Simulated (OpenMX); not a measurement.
Crystal: Hf2Pd2Se2Br2O3.

```xyz
11
Lattice="5.6066 -0.0935 -0.0141 1.6139 5.3351 0.0025 1.3692 1.9153 8.3154" Properties=species:S:1:pos:R:3 pbc="T T T"
Hf    2.3902    3.4984    0.1883
Hf    6.1995    3.6586    8.1156
Pd    1.4915    3.6252    4.1590
Pd    0.6846    0.9576    4.1577
Se    1.0298    2.2924    2.1069
Se    7.5599    4.8645    6.1970
Br    4.2949    3.5785    4.1519
Br    3.4879    0.9109    4.1507
O     4.3489    3.6281    7.6532
O     4.2408    3.5289    0.6507
O     0.0000    0.0000    0.0000
```

The cell was built by a generator and needn't be a form met in nature.

Base run:

* Program: OpenMX 3.8.5
* Functional: PBE
* Potentials or basis: OpenMX 2013 PBE set, Hf7.0-s3p2d2f1, Pd7.0-s3p2d2, Se7.0-s3p2d2, Br7.0-s3p2d2, O6.0-s2p2d1, grid cutoff 400 Ry
* k mesh: 5 × 5 × 5
* Occupations: fermi-dirac, width 0.05 eV
* Spin: no spin polarisation

Its results: pressure 0.3 GPa; largest force 0.472 eV/Å.

Problem. The run is repeated on the same cell with these changes: functional from PBE to LDA; potentials or basis from OpenMX 2013 PBE set, Hf7.0-s3p2d2f1, Pd7.0-s3p2d2, Se7.0-s3p2d2, Br7.0-s3p2d2, O6.0-s2p2d1, grid cutoff 400 Ry to OpenMX 2013 LDA set, Hf7.0-s3p2d2f1, Pd7.0-s3p2d2, Se7.0-s3p2d2, Br7.0-s3p2d2, O6.0-s2p2d1, grid cutoff 400 Ry. What comes out?

Solution. Pressure -5.8 GPa; largest force 0.948 eV/Å.

Caveats: the basis of atomic orbitals isn't converged, which shifts pressures, moduli and gaps.

Not every run made on this cell is shown here.
